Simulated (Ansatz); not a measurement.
# FGeH2N: up Jacob's ladder to CCSD(T)

One table from this session's results is given with a row withheld; the runs are named, their logs left out.

Program: Ansatz 0.2.0, Gaussian basis. Level of theory: functionals in def2-TZVPP, the program's frozen cores in correlated methods. These are calculated values, not measurements.

Levels to be run: LDA (SPW92), PBE-D4, revPBE-D4, BLYP-D4, r2SCAN-D4, B97M-V, PBE0-D4, B3LYP-D4, r2SCANh-D4, r2SCAN0-D4, HSE06-D4, BHLYP-D4, CAM-B3LYP-D4, LC-ωPBE, ωB97X-V, ωB97M-V, B2PLYP, PBE-QIDH; CCSD(T)/def2-SVP; CCSD(T)/def2-TZVPP; MP2/def2-QZVPP; extrapolation to the limit; RPA on PBE.

### The relaxed structure

An earlier PBE0-D4 in a triple-zeta def2 set relaxation fixed the geometry.

SMILES `[NH2][Ge][F]`, 5 atoms, charge 0, spin multiplicity 1.

Atoms are counted from 1 here; the program's logs count them from 0.

Bond lengths: N1–Ge2 1.811 Å, N1–H4 1.008 Å, N1–H5 1.010 Å, Ge2–F3 1.768 Å. Angles: Ge2–N1–H4 124.0°, Ge2–N1–H5 122.7°, H4–N1–H5 113.3°, N1–Ge2–F3 94.5°.

As a file:

```xyz
5
FGeH2N
N    -0.4777    0.3476   -0.2047
Ge    0.4341   -0.3052    1.2172
F     1.5983   -1.2039    0.2355
H    -1.2801    0.9526   -0.1306
H    -0.2245    0.1353   -1.1587
```

The first run:

Contents of in.yaml:

```yaml
crystal:
  periodic: [false, false, false]
  atoms:
    - {symbol: N, position_ang: [-0.477732, 0.347608, -0.204749]}
    - {symbol: Ge, position_ang: [0.434068, -0.305198, 1.217231]}
    - {symbol: F, position_ang: [1.598294, -1.203910, 0.235496]}
    - {symbol: H, position_ang: [-1.280116, 0.952567, -0.130551]}
    - {symbol: H, position_ang: [-0.224515, 0.135333, -1.158727]}
basis:
  gaussian: {orbitals: def2-TZVPP}
hamiltonian: {xc: lda}
output: {orbitals: {seedname: orbitals}}
```

Among the steps run: LDA; PBE-D4 (GGA); revPBE-D4 (GGA); BLYP-D4 (GGA); r2SCAN-D4 (meta-GGA); B97M-V (meta-GGA); PBE0-D4 (hybrid); B3LYP-D4 (hybrid); r2SCANh-D4 (hybrid); r2SCAN0-D4 (hybrid); HSE06-D4 (hybrid); BHLYP-D4 (hybrid); CAM-B3LYP-D4 (range-separated); LC-ωPBE-D4 (range-separated; the results give it without D4); ωB97X-V (range-separated); ωB97M-V (range-separated); B2PLYP (double hybrid); PBE-QIDH (double hybrid).

One table of the session follows, with a row left open; its other results are not shown here.

It belongs to the step «Frontier levels by functional». 

| functional | HOMO (eV) | LUMO (eV) | gap (eV) |
| --- | --- | --- | --- |
| LDA (SPW92) | ? | ? | ? |
| PBE-D4 | -6.52 | -2.24 | 4.28 |
| revPBE-D4 | -6.45 | -2.16 | 4.30 |
| BLYP-D4 | -6.44 | -2.16 | 4.28 |
| r2SCAN-D4 | -6.83 | -2.18 | 4.64 |
| B97M-V | -6.79 | -2.10 | 4.69 |
| PBE0-D4 | -7.72 | -1.49 | 6.23 |
| B3LYP-D4 | -7.56 | -1.72 | 5.84 |
| r2SCANh-D4 | -7.27 | -1.89 | 5.38 |
| r2SCAN0-D4 | -7.93 | -1.46 | 6.47 |
| HSE06-D4 | -7.31 | -1.86 | 5.45 |
| BHLYP-D4 | -8.82 | -0.67 | 8.15 |
| CAM-B3LYP-D4 | -9.09 | -0.46 | 8.63 |
| LC-ωPBE | -10.34 | 0.68 | 11.01 |
| ωB97X-V | -10.01 | 0.59 | 10.61 |
| ωB97M-V | -9.94 | 0.49 | 10.43 |

**Question.** Estimate the row for LDA (SPW92).

As computed: HOMO (eV): -6.70; LUMO (eV): -2.47; gap (eV): 4.23. In the column «HOMO (eV)» it lies between B97M-V (-6.79) and PBE-D4 (-6.52).
